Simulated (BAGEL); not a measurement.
# CH4AlClS (SMILES [CH3][Al]([SH])[Cl]): HF/STO-3G (density fitting with qzvpp-jkfit)

Aim: the vertical ionisation energy of CH4AlClS at HF/STO-3G (density fitting with qzvpp-jkfit), from 2 runs. 

The results are computed with BAGEL 1.2.2.

32 further runs of the same task are left out: 32 set aside as unsound or not needed.

**1. The molecule**

CH4AlClS: 8 atoms, total charge 0, spin state singlet. SMILES: `[CH3][Al]([SH])[Cl]`. The coordinates come from a PBE0-D4/def2-TZVP relaxation. This is one conformer, not always the lowest.

Bond lengths: C1–Al2 1.933 Å, Al2–S3 2.177 Å, Al2–Cl4 2.102 Å, C1–H5 1.094 Å, C1–H6 1.092 Å, C1–H7 1.094 Å, S3–H8 1.344 Å. Angles: C1–Al2–S3 122.1°, C1–Al2–Cl4 120.9°, S3–Al2–Cl4 117.0°, Al2–C1–H5 110.6°, Al2–C1–H6 111.8°, Al2–C1–H7 110.6°, Al2–S3–H8 93.1°, H5–C1–H6 108.3°, H5–C1–H7 107.0°, H6–C1–H7 108.3°.

**2. A single-point energy at HF/STO-3G (density fitting with qzvpp-jkfit)**

The input, calc.json:

```json
{ "bagel" : [

{
  "title" : "molecule",
  "basis" : "sto-3g",
  "df_basis" : "qzvpp-jkfit",
  "angstrom" : "true",
  "geometry" : [
    { "atom" : "C", "xyz" : [   -0.334100,    1.323200,   -0.264000 ] },
    { "atom" : "Al", "xyz" : [    0.071000,   -0.559300,   -0.098400 ] },
    { "atom" : "S", "xyz" : [    0.975200,   -1.393500,    1.697300 ] },
    { "atom" : "Cl", "xyz" : [   -0.348800,   -1.896500,   -1.664600 ] },
    { "atom" : "H", "xyz" : [   -1.400800,    1.472800,   -0.453600 ] },
    { "atom" : "H", "xyz" : [   -0.065100,    1.877700,    0.637700 ] },
    { "atom" : "H", "xyz" : [    0.205500,    1.760200,   -1.109000 ] },
    { "atom" : "H", "xyz" : [    0.989200,   -2.641800,    1.198900 ] }
  ]
},
{
  "title" : "hf"
},
{
  "title" : "print",
  "file" : "orbitals.molden",
  "orbitals" : "true"
}

]}
```

Run with:

```console
$ BAGEL_NUM_THREADS=1 BAGEL calc.json > calc.out
```

Standard output:

```text
* using 1 threads per process

  ===============================================================
  ===============================================================

  *** Geometry ***

  { "atom" : "C", "xyz" : [     -0.631357,      2.500486,     -0.498888 ] },
  { "atom" : "Al", "xyz" : [      0.134171,     -1.056924,     -0.185949 ] },
  { "atom" : "S", "xyz" : [      1.842861,     -2.633333,      3.207432 ] },
  { "atom" : "Cl", "xyz" : [     -0.659136,     -3.583866,     -3.145638 ] },
  { "atom" : "H", "xyz" : [     -2.647128,      2.783189,     -0.857180 ] },
  { "atom" : "H", "xyz" : [     -0.123021,      3.548339,      1.205078 ] },
  { "atom" : "H", "xyz" : [      0.388339,      3.326296,     -2.095706 ] },
  { "atom" : "H", "xyz" : [      1.869317,     -4.992278,      2.265593 ] },

  Number of auxiliary basis functions:      531

  Since a DF basis is specified, we compute 2- and 3-index integrals:
    o Being stored without compression. Storage requirement is 0.006 GB

  Number of basis functions:       36
  Number of electrons      :       56

    * METHOD: MOLECULE                             0.14

  *** RHF ***

  === Nuclear Repulsion ===
   240.1376582031

      * DIIS with orbital gradients will be used.

  === RHF iteration (sto-3g) ===
      0      -1126.58914349          0.01067377           0.03
      1      -1126.66036283          0.00235835           0.02
      2      -1126.66375573          0.00056507           0.02
      3      -1126.66403825          0.00006401           0.02
      4      -1126.66404203          0.00001338           0.02
      5      -1126.66404222          0.00000388           0.02
      6      -1126.66404223          0.00000082           0.02
      7      -1126.66404223          0.00000019           0.02
      8      -1126.66404223          0.00000006           0.02
      9      -1126.66404223          0.00000001           0.02
     10      -1126.66404223          0.00000000           0.02
    * SCF iteration converged.

    * Permanent dipole moment:
           (   -0.066982,    -0.663105,    -0.441165) a.u.

    * METHOD: HF                                   0.34

    * METHOD: PRINT                                0.00

  ===============================================================
```

Wall time 0.84 s (1 thread of Intel Xeon 6975P-C (Granite Rapids), shared host); peak memory 0.078 GiB.

**3. The doublet cation, same level**

The input, input.json:

```json
{ "bagel" : [

{
  "title" : "molecule",
  "basis" : "sto-3g",
  "df_basis" : "qzvpp-jkfit",
  "angstrom" : "true",
  "geometry" : [
    { "atom" : "C", "xyz" : [   -0.334100,    1.323200,   -0.264000 ] },
    { "atom" : "Al", "xyz" : [    0.071000,   -0.559300,   -0.098400 ] },
    { "atom" : "S", "xyz" : [    0.975200,   -1.393500,    1.697300 ] },
    { "atom" : "Cl", "xyz" : [   -0.348800,   -1.896500,   -1.664600 ] },
    { "atom" : "H", "xyz" : [   -1.400800,    1.472800,   -0.453600 ] },
    { "atom" : "H", "xyz" : [   -0.065100,    1.877700,    0.637700 ] },
    { "atom" : "H", "xyz" : [    0.205500,    1.760200,   -1.109000 ] },
    { "atom" : "H", "xyz" : [    0.989200,   -2.641800,    1.198900 ] }
  ]
},
{
  "title" : "uhf",
  "charge" : 1,
  "nopen" : 1
},
{
  "title" : "print",
  "file" : "orbitals.molden",
  "orbitals" : "true"
}

]}
```

Run with:

```console
$ BAGEL_NUM_THREADS=1 BAGEL input.json > input.out
```

Standard output:

```text
* using 1 threads per process

  ===============================================================
  ===============================================================

  *** Geometry ***

  { "atom" : "C", "xyz" : [     -0.631357,      2.500486,     -0.498888 ] },
  { "atom" : "Al", "xyz" : [      0.134171,     -1.056924,     -0.185949 ] },
  { "atom" : "S", "xyz" : [      1.842861,     -2.633333,      3.207432 ] },
  { "atom" : "Cl", "xyz" : [     -0.659136,     -3.583866,     -3.145638 ] },
  { "atom" : "H", "xyz" : [     -2.647128,      2.783189,     -0.857180 ] },
  { "atom" : "H", "xyz" : [     -0.123021,      3.548339,      1.205078 ] },
  { "atom" : "H", "xyz" : [      0.388339,      3.326296,     -2.095706 ] },
  { "atom" : "H", "xyz" : [      1.869317,     -4.992278,      2.265593 ] },

  Number of auxiliary basis functions:      531

  Since a DF basis is specified, we compute 2- and 3-index integrals:
    o Being stored without compression. Storage requirement is 0.006 GB

  Number of basis functions:       36
  Number of electrons      :       56

    * METHOD: MOLECULE                             0.14

  *** Open-shell HF ***

  === Nuclear Repulsion ===
   240.1376582031

      * DIIS with orbital gradients will be used.

  === UHF iteration (sto-3g) ===
      0      -1126.36399427          0.02010881           0.05
      1      -1126.43735277          0.00377248           0.05
      2      -1126.44001633          0.00099643           0.04
      3      -1126.44032314          0.00023000           0.04
      4      -1126.44037126          0.00004353           0.04
      5      -1126.44038548          0.00001454           0.04
      6      -1126.44039229          0.00000358           0.04
      7      -1126.44039454          0.00000151           0.04
      8      -1126.44039564          0.00000069           0.04
      9      -1126.44039600          0.00000023           0.04
     10      -1126.44039603          0.00000010           0.04
     11      -1126.44039603          0.00000007           0.05
     12      -1126.44039603          0.00000005           0.04
     13      -1126.44039603          0.00000002           0.06
     14      -1126.44039603          0.00000001           0.04
     15      -1126.44039603          0.00000000           0.04
    * SCF iteration converged.

    * S^2 (UHF) is 0.7555

    * Permanent dipole moment:
           (   -1.018610,     0.000901,    -2.421736) a.u.

    * METHOD: UHF                                  0.81

    * METHOD: PRINT                                0.00

  ===============================================================
```

It took 1.3 s on 1 thread of Intel Xeon 6975P-C (Granite Rapids), shared host; peak memory 0.078 GiB.

**4. Outcome**

Level: HF/STO-3G (density fitting with qzvpp-jkfit).

| quantity | value |
| --- | --- |
| singlet CH4AlClS: total energy | -1126.66404 Eh |
| singlet CH4AlClS: dipole moment | 2.03 D |
| singlet CH4AlClS: HOMO energy | -7.46 eV |
| singlet CH4AlClS: LUMO energy | 7.85 eV |
| singlet CH4AlClS: HOMO–LUMO gap | 15.30 eV |
| doublet cation: total energy | -1126.44040 Eh |
| doublet cation: ⟨S²⟩ | 0.755 |
| vertical ionisation energy (to the doublet cation) | 6.086 eV |

**Reading.** The vertical ionisation energy comes to 6.09 eV (587 kJ/mol). The negative HOMO energy of the first species, 7.46 eV, lies 1.37 eV above that difference. In a minimal basis such a difference can be off by several eV, whatever the method.
